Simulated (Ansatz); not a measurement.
This script drives Ansatz's Python interface.

Script `adiabatic_gah5se.py`:
```python
"""How GaH5Se relaxes after losing an electron."""

import itertools
import warnings

import ansatz as az
from ase.data import atomic_numbers, covalent_radii
import numpy as np

BASIS = "def2-TZVP"
XC = "CAM-B3LYP"
NET_CHARGE = 1


def main() -> None:
    warnings.simplefilter("ignore", az.DeckWarning)

    gah5se = (
        az.Crystal.molecule()
        .atom("Ga", [-0.77946, -0.66048, -0.50348])
        .atom("Se", [0.80966, 0.55822, 1.23766])
        .atom("H", [-0.45453, -2.12247, -0.13654])
        .atom("H", [-2.10688, -0.03893, -0.0181])
        .atom("H", [-0.11529, -0.058, -1.76742])
        .atom("H", [2.04663, 0.43342, 0.48972])
        .atom("H", [0.59987, 1.88824, 0.69816])
    )

    calculation = gah5se.calculation().basis(gaussian=BASIS).functional(XC)
    symbols = [site.symbol for site in gah5se.cartesian_sites]
    start = np.array([site.position_ang for site in gah5se.cartesian_sites], dtype=float)
    summary = calculation.relax(force_tolerance=0.01).run(threads=1).report
    end = np.array(summary["positions_ang"])

    minimum = az.Crystal.molecule()
    for symbol, place in zip(symbols, end):
        minimum = minimum.atom(symbol, place.tolist())
    ion = (
        minimum.calculation()
        .basis(gaussian=BASIS)
        .functional(XC)
        .charge(NET_CHARGE)  # electrons removed from the neutral system
        .spin("collinear", total=1)
    )
    vertical = ion.run(threads=1).report
    settled = ion.relax(force_tolerance=0.01, max_steps=80).run(threads=1).report
    print(f"vertical ionisation energy   {vertical['free_energy_ev'] - summary['free_energy_ev']:.3f} eV")
    print(f"adiabatic, no zero point     {settled['free_energy_ev'] - summary['free_energy_ev']:.3f} eV")
    print(f"relaxation energy of the ion {vertical['free_energy_ev'] - settled['free_energy_ev']:.3f} eV")
    ionised = np.array(settled["positions_ang"])
    # pairs closer than 1.2 times the sum of covalent radii, before or after
    radius = [covalent_radii[atomic_numbers[s]] for s in symbols]
    span = lambda where, i, j: np.linalg.norm(where[i] - where[j])
    bonded = [(i, j) for i, j in itertools.combinations(range(len(symbols)), 2) if min(span(end, i, j), span(ionised, i, j)) < 1.2 * (radius[i] + radius[j])]
    print("pair        before    after (A)")
    for i, j in bonded:
        print(f"{symbols[i]}{i}-{symbols[j]}{j}".ljust(10), f"{span(end, i, j):8.4f} {span(ionised, i, j):8.4f}")


if __name__ == "__main__":
    main()
```

It is started by `python adiabatic_gah5se.py`. How long does it take on 1 thread of Intel(R) Xeon(R) Platinum 8375C CPU @ 2.90GHz (Ice Lake), with other jobs on the host, and how much memory does it need?

It took about 4.4 min, with a peak of 0.59 GiB, for 3 runs of the engine.

```console
$ python adiabatic_gah5se.py
vertical ionisation energy   10.333 eV
adiabatic, no zero point     9.311 eV
relaxation energy of the ion 1.022 eV
pair        before    after (A)
Ga0-Se1      2.7608   2.5498
Ga0-H2       1.5672   1.5252
Ga0-H3       1.5672   1.6543
Ga0-H4       1.5667   1.6480
Se1-H5       1.4648   1.4695
Se1-H6       1.4648   1.4696
```

The energies are electronic: no zero-point or thermal terms, and the basis set is short of its limit. The product may relax into another structure. The relaxation finds the nearest minimum, so the adiabatic value is an upper bound.

(Lines on the test bed's own set-up are left out of the output.)
